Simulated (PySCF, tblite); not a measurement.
**C7H8F2: geometry, infrared bands and NMR shifts**

What infrared bands and NMR shifts should C7H8F2 (`C=CCC(=C)C=C(F)F`) show?

The runs use tblite 0.8.0 and PySCF 2.14.0, with density-fitted response routines of our own; the level of theory stands in each step. All values are computed, except where a source is named. Atoms count from 0, in the outputs and in this text.

**1. Starting geometry**

17 atoms, charge 0, multiplicity 1; geometry from: force field or distance geometry start.

Bonds of the start (Å): C0–C1 1.35, C1–C2 1.50, C2–C3 1.53, C3–C4 1.33, C3–C5 1.47, C5–C6 1.33, C6–F7 1.36, C6–F8 1.35, C0–H9 1.09, C0–H10 1.08, C1–H11 1.08, C2–H12 1.10, C2–H13 1.10, C4–H14 1.09, C4–H15 1.09, C5–H16 1.08.

**2. Relaxing the molecule with GFN2-xTB**

The job: settings as JSON, then the geometry in Å.

```
{"job": {"kind": "relax", "xc": "GFN2-xTB", "basis": "xTB"}, "charge": 0, "multiplicity": 1}
C      1.993000    -1.634000     0.069800
C      1.560400    -0.428200    -0.366300
C      0.797900     0.544900     0.483500
C     -0.528800     0.941000    -0.176900
C     -0.638300     2.102300    -0.817100
C     -1.696300     0.056600    -0.092900
C     -1.845000    -1.074600     0.598100
F     -0.868400    -1.571500     1.396300
F     -3.021300    -1.733000     0.525100
H      1.767000    -1.985500     1.079600
H      2.543300    -2.291600    -0.585700
H      1.804000    -0.127100    -1.369800
H      0.621400     0.183400     1.510200
H      1.422400     1.440100     0.597400
H      0.201700     2.794300    -0.905300
H     -1.562600     2.423100    -1.288600
H     -2.557200     0.371900    -0.667300
```

Command:

```bash
> OMP_NUM_THREADS=1 python probes_run.py task.json out
```

The driver reads the jobs from task.json and runs them one after another.

**Question.** This job is followed by: GFN2-xTB harmonic vibrations, gas phase; GIAO PBE0/pcSseg-1 NMR shielding, non-relativistic, gas phase. Predict these results of the whole session: strongest single infrared mode (GFN2-xTB); zero-point energy (GFN2-xTB); ¹³C shifts against TMS (PBE0/pcSseg-1); ¹H shifts against TMS (PBE0/pcSseg-1, means over atoms taken as alike); ¹⁹F shifts against CFCl3 (PBE0/pcSseg-1).

As calculated:

| quantity | value |
| --- | --- |
| strongest single infrared mode (GFN2-xTB) | 1740 cm⁻¹, 241 km/mol |
| zero-point energy (GFN2-xTB) | 80.4 kcal/mol |
| ¹³C shifts against TMS (PBE0/pcSseg-1) | 169.2, 147.8, 147.8, 123.9, 121.4, 90.5, 44.5 ppm |
| ¹H shifts against TMS (PBE0/pcSseg-1, means over atoms taken as alike) | 5.91, 5.60, 5.39, 5.17, 5.16, 5.12, 3.17 ppm |
| ¹⁹F shifts against CFCl3 (PBE0/pcSseg-1) | -79.2, -80.2 ppm |

**Reading.** Over 38 steps the energy fell by 0.244 eV; of the close pairs, C0–C1 changed most, 1.353 to 1.319 Å. All 45 modes are real, so the xTB geometry is a minimum. The strongest single mode, at 1740 cm⁻¹, moves mainly C6 and C5. GFN2-xTB is a fitted tight-binding method: band positions and strengths are rough. Its intensities can rank the bands wrongly. At PBE0/pcSseg-1: Shielding is most anisotropic at C3 (span 242 ppm, paramagnetic term -220 ppm).
